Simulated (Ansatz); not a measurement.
**SiC5N8: the band gap up the ladder of functionals**

The task here is to estimate one member of a computed series from the others.

Program: Ansatz 0.2.0. PAW datasets, plane waves. No spin polarisation and no zero-point or thermal motion; the cell was built from a prototype and may be hypothetical.

## Starting point

The cell was relaxed beforehand with r2SCAN.

The symmetry is Pm (No. 6, monoclinic); a = 6.555 Å, b = 2.493 Å, c = 6.647 Å, β = 118.8° in the conventional setting, 6.80 Å³ an atom. Around C lie 4 N at 1.46–1.47 Å; around Si lie 4 N at 1.62–1.67 Å; around C lie 4 N at 1.47–1.56 Å; around C lie 4 N at 1.39–1.49 Å; around C lie 4 N at 1.50–1.51 Å.

The structure in full:

```xyz
14
Lattice="6.7247 0.0000 0.0529 0.0000 2.4927 0.0000 -3.3167 0.0000 5.6537" Properties=species:S:1:pos:R:3 pbc="T T T"
C     1.2028    1.2464    4.5727
Si    4.8245    0.0000    1.3319
C     3.1622    0.0000    3.4366
C     0.2620    1.2464    2.3429
C    -1.3827    1.2464    4.3768
C     2.0871    0.0000    1.0730
N    -0.0046    1.2464    3.7533
N     3.2794    0.0000    1.9720
N     2.5131    1.2464    3.9080
N     1.1742    0.0000    5.3460
N    -2.0988    0.0000    3.9157
N     5.7973    1.2464    1.6760
N     1.0055    0.0000    2.0164
N     2.0336    1.2464    0.2248
```

Set-up of the first run:

Contents of input.yaml:

```yaml
crystal:
  lattice:
    - [6.7246709876, 0.0, 0.0528885511]
    - [0.0, 2.4927016421, 0.0]
    - [-3.3167173042, 0.0, 5.6537100002]
  atoms:
    - { symbol: C, position: [0.5751256592, 0.5, 0.8034234727] }
    - { symbol: Si, position: [0.8298026906, 0.0, 0.227817192] }
    - { symbol: C, position: [0.7665090019, 0.0, 0.6006826061] }
    - { symbol: C, position: [0.2422291799, 0.5, 0.4121279296] }
    - { symbol: C, position: [0.1754045296, 0.5, 0.7725133154] }
    - { symbol: C, position: [0.402114669, 0.0, 0.1860336431] }
    - { symbol: "N", position: [0.3252423251, 0.5, 0.6608189823] }
    - { symbol: "N", position: [0.656670159, 0.0, 0.3426523349] }
    - { symbol: "N", position: [0.7113673546, 0.5, 0.6845812904] }
    - { symbol: "N", position: [0.6380366702, 0.0, 0.9395992639] }
    - { symbol: "N", position: [0.0293542505, 0.0, 0.6923204759] }
    - { symbol: "N", position: [1.0036799753, 0.5, 0.2870521643] }
    - { symbol: "N", position: [0.3239298503, 0.0, 0.3536205029] }
    - { symbol: "N", position: [0.320533685, 0.5, 0.0367568265] }
kpoints:
  mp_grid: { grid: [4, 10, 4] }
  band_path:
    path:
      - [0.0, 0.0, 0.0]
      - [-8.251214021695e-19, 0.5, 1.538013301797e-34]
      - [0.5, 0.5, -2.230168227065e-17]
      - [0.5, -1.268422577315e-35, -2.230168227065e-17]
      - [0.0, 0.0, 0.0]
      - [2.07174204007e-17, -2.950625808379e-19, 0.5]
      - [2.07174204007e-17, 0.5, 0.5]
      - [-8.251214021695e-19, 0.5, 1.538013301797e-34]
      - [-0.5, 0.5, 0.5]
      - [-0.5, -2.950625808379e-19, 0.5]
      - [0.0, 0.0, 0.0]
    npoints: 10
hamiltonian:
  xc: pbe
scf:
  occupations: { method: fermi_dirac, width: 0.02 }
  n_extra_bands: 7
output:
  forces: true
  stress: true
  eigenvalues: true
  write_density: true
  write_potential: true
  elf: true
  volumetric_format: npy
```

Among the steps run: PBE bands along the symmetry lines; r2SCAN at the same geometry; HSE06 at the same geometry; PBE0.

One of the session's tables, all rows but one given; the rest of the session is left out.

```
 level  gap (eV)
   PBE      2.81
r2SCAN      3.31
 HSE06      4.28
  PBE0         ?
```

Estimate the missing values for PBE0.

The run gave: gap (eV): 5.06. In the column «gap (eV)» it is the highest.

Meshes: PBE 4×10×4, r2SCAN 4×10×4, HSE06 4×6×4, PBE0 4×6×4

What this shows: PBE gives the least gap, 2.81 eV, and PBE0 the largest, 5.06 eV. PBE reaches 66 % of the HSE06 value, and r2SCAN 77 %. PBE0 lies 0.77 eV above HSE06, which differs from it by screening the long-range exchange.

To keep in mind: Warnings in the runs' records: stress scf threshold loose, stress exchange threshold loose.
